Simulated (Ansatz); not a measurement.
# GeH4N: the cost of one run

Program: Ansatz 0.2.0. Level of theory: RKS PBE-D4/def2-mTZVP. These are calculated values, not measurements.

## (1) Starting point

Bond lengths: N1–Ge2 1.720 Å, N1–H3 1.019 Å, Ge2–H4 1.539 Å, Ge2–H5 1.603 Å, Ge2–H6 1.603 Å. Angles: N1–Ge2–H4 109.6°, N1–Ge2–H5 122.8°, N1–Ge2–H6 122.8°, H4–Ge2–H5 100.4°, H4–Ge2–H6 100.6°, H5–Ge2–H6 96.6°, Ge2–N1–H3 114.0°.

Structure file:

```xyz
6

N     0.4280   -1.3064    0.4850
Ge   -0.1738    0.1679   -0.1652
H     1.1940   -1.1854    1.1463
H    -1.3190   -0.1322   -1.1490
H     0.7229    1.1526   -1.0571
H    -0.8521    1.3035    0.7399
```

## (2) End point A

File input.yaml:

```yaml
crystal:
  periodic: [false, false, false]
  atoms:
    - { symbol: "N", position_ang: [0.428, -1.30642, 0.48503] }
    - { symbol: Ge, position_ang: [-0.17378, 0.16794, -0.16521] }
    - { symbol: H, position_ang: [1.194, -1.18538, 1.14635] }
    - { symbol: H, position_ang: [-1.31903, -0.13223, -1.14901] }
    - { symbol: H, position_ang: [0.72294, 1.1526, -1.05708] }
    - { symbol: H, position_ang: [-0.85214, 1.30349, 0.73992] }
total_charge: -1
basis:
  gaussian: { orbitals: def2-mTZVP }
hamiltonian:
  xc: pbe
  dispersion: d4
relax:
  f_tol: 0.015
  max_steps: 40
output:
  orbitals: {}
```

Run with:

```
$ ansatz run input.yaml --threads 1 --pin off --max-ram 2048MiB --backend cpu --events-out ev --progress --plain --runs-dir out
```

Q: Estimate wall time and peak memory on 1 thread of Arm Neoverse V1, shared host.

About 9.1 s, with a peak of 0.11 GiB.
